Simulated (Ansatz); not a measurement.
# BGeH₅N radical: up Jacob's ladder to CCSD(T)

An exercise on one series of results from a longer session: the logs are not shown, and one member is left open.

Program: Ansatz 0.2.0, Gaussian basis. Level of theory: functionals in def2-TZVPP, the program's frozen cores in correlated methods. These are calculated values, not measurements.

Levels to be run: LDA (SPW92), PBE-D4, revPBE-D4, BLYP-D4, r2SCAN-D4, B97M-V, PBE0-D4, B3LYP-D4, r2SCANh-D4, r2SCAN0-D4, HSE06-D4, BHLYP-D4, CAM-B3LYP-D4, LC-ωPBE, ωB97X-V, ωB97M-V, B2PLYP, PBE-QIDH; CCSD(T)/def2-SVP; CCSD(T)/def2-TZVPP; MP2/def2-QZVPP; extrapolation to the limit; RPA on PBE.

**The geometry**

The geometry comes from an earlier relaxation with PBE0-D4 in a triple-zeta def2 set; it is a stationary point, not always the lowest conformer.

SMILES `B[N][GeH3]`, 8 atoms, charge 0, spin multiplicity 2.

Atoms are counted from 1 here; the program's logs count them from 0.

Bond lengths: B1–N2 1.338 Å, B1–H4 1.208 Å, B1–H5 1.208 Å, N2–Ge3 1.820 Å, Ge3–H6 1.535 Å, Ge3–H7 1.534 Å, Ge3–H8 1.536 Å. Angles: N2–B1–H4 120.1°, N2–B1–H5 120.4°, H4–B1–H5 119.6°, B1–N2–Ge3 177.0°, N2–Ge3–H6 108.1°, N2–Ge3–H7 109.2°, N2–Ge3–H8 106.3°, H6–Ge3–H7 111.1°, H6–Ge3–H8 110.9°, H7–Ge3–H8 111.0°.

The first run:

The input, in.yaml:

```yaml
crystal:
  periodic: [false, false, false]
  atoms:
    - {symbol: B, position_ang: [-0.810728, 1.044212, -1.169785]}
    - {symbol: N, position_ang: [-0.148420, 0.268045, -0.304243]}
    - {symbol: Ge, position_ang: [0.669751, -0.823435, 0.900508]}
    - {symbol: H, position_ang: [-1.752599, 0.600221, -1.782937]}
    - {symbol: H, position_ang: [-0.471420, 2.189853, -1.345883]}
    - {symbol: H, position_ang: [0.832914, -0.046450, 2.213835]}
    - {symbol: H, position_ang: [2.031733, -1.257934, 0.343395]}
    - {symbol: H, position_ang: [-0.259033, -2.031712, 1.089310]}
basis:
  gaussian: {orbitals: def2-TZVPP}
magnetization: {spin_polarized: true, initial_magnetization: 1}
hamiltonian: {xc: lda}
output: {orbitals: {seedname: orbitals}}
```

Among the steps run: LDA; PBE-D4 (GGA); revPBE-D4 (GGA); BLYP-D4 (GGA); r2SCAN-D4 (meta-GGA); B97M-V (meta-GGA); PBE0-D4 (hybrid); B3LYP-D4 (hybrid); r2SCANh-D4 (hybrid); r2SCAN0-D4 (hybrid); HSE06-D4 (hybrid); BHLYP-D4 (hybrid); CAM-B3LYP-D4 (range-separated); LC-ωPBE-D4 (range-separated; the results give it without D4); ωB97X-V (range-separated); ωB97M-V (range-separated); B2PLYP (double hybrid); PBE-QIDH (double hybrid).

One of the session's tables, all rows but one given; the rest of the session is left out.

It belongs to the step «Frontier levels by functional». 

| functional | HOMO (eV) | LUMO (eV) | gap (eV) |
| --- | --- | --- | --- |
| LDA (SPW92) | -5.88 | -4.71 | 1.17 |
| PBE-D4 | -5.97 | -4.38 | 1.59 |
| revPBE-D4 | -5.96 | -4.29 | 1.66 |
| BLYP-D4 | -5.86 | -4.30 | 1.55 |
| r2SCAN-D4 | -6.46 | -3.88 | 2.58 |
| B97M-V | -6.39 | -4.06 | 2.33 |
| PBE0-D4 | -7.49 | -3.13 | 4.36 |
| B3LYP-D4 | -7.22 | -3.51 | 3.71 |
| r2SCANh-D4 | -7.01 | -3.42 | 3.59 |
| r2SCAN0-D4 | ? | ? | ? |
| HSE06-D4 | -7.08 | -3.52 | 3.56 |
| BHLYP-D4 | -8.89 | -1.78 | 7.10 |
| CAM-B3LYP-D4 | -8.86 | -2.01 | 6.85 |
| LC-ωPBE | -10.25 | -0.69 | 9.56 |
| ωB97X-V | -9.82 | -1.02 | 8.80 |
| ωB97M-V | -9.59 | -1.14 | 8.45 |

Q: Estimate the row for r2SCAN0-D4 from the others.

Worked estimate for «HOMO (eV)». Against the share of exact exchange, r2SCAN-D4 (0, -6.46), r2SCANh-D4 (0.1, -7.01) give a slope of -5.50 per unit share; at 0.25 the line stands at -7.83.

The run gave: HOMO (eV): -7.83; LUMO (eV): -2.74; gap (eV): 5.10. In «HOMO (eV)» the line misses by 0.00.
